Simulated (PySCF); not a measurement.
# C3H9B (trimethylborane): the cost of one run

Computed with PySCF 2.14.0, with density-fitted response routines of our own, on a single molecule in the gas phase. Atoms count from 0, in the outputs and in this text.

### 1 The starting structure

13 atoms, charge 0, multiplicity 1; geometry from: GFN2-xTB.

Bonds of the start (Å): C0–B1 1.58, B1–C2 1.58, B1–C3 1.58, C0–H4 1.09, C0–H5 1.09, C0–H6 1.09, C2–H7 1.09, C2–H8 1.09, C2–H9 1.09, C3–H10 1.09, C3–H11 1.09, C3–H12 1.09.

### 2 Geometry optimisation at PBE0-D3(BJ)/def2-SVP

Job settings and geometry (Å):

```
{"job": {"xc": "PBE0", "basis": "def2-SVP", "d3": "d3bj", "grid": 1, "kind": "geom"}, "charge": 0, "multiplicity": 1}
C     -0.382460     1.515890     0.213860
B     -0.019380    -0.017740     0.103160
C      1.487940    -0.457960     0.275580
C     -1.136110    -1.083850    -0.213710
H      0.108770     2.083370    -0.576170
H     -0.018330     1.938230     1.149390
H     -1.447360     1.726460     0.150570
H      2.122650     0.031950    -0.461930
H      1.653090    -1.529210     0.188630
H      1.870020    -0.145940     1.246930
H     -1.196610    -1.200160    -1.297080
H     -0.922890    -2.072340     0.187020
H     -2.128130    -0.787720     0.119710
```

The run is started by

```console
> OMP_NUM_THREADS=1 python probes_run.py task.json out
```

One launch serves the whole session: the jobs run in the order shown.

**Question.** How long does this first job take on 1 thread of Arm Neoverse N1, shared host, and how much memory does it need?

About 80 s, with a peak of 0.4 GiB.
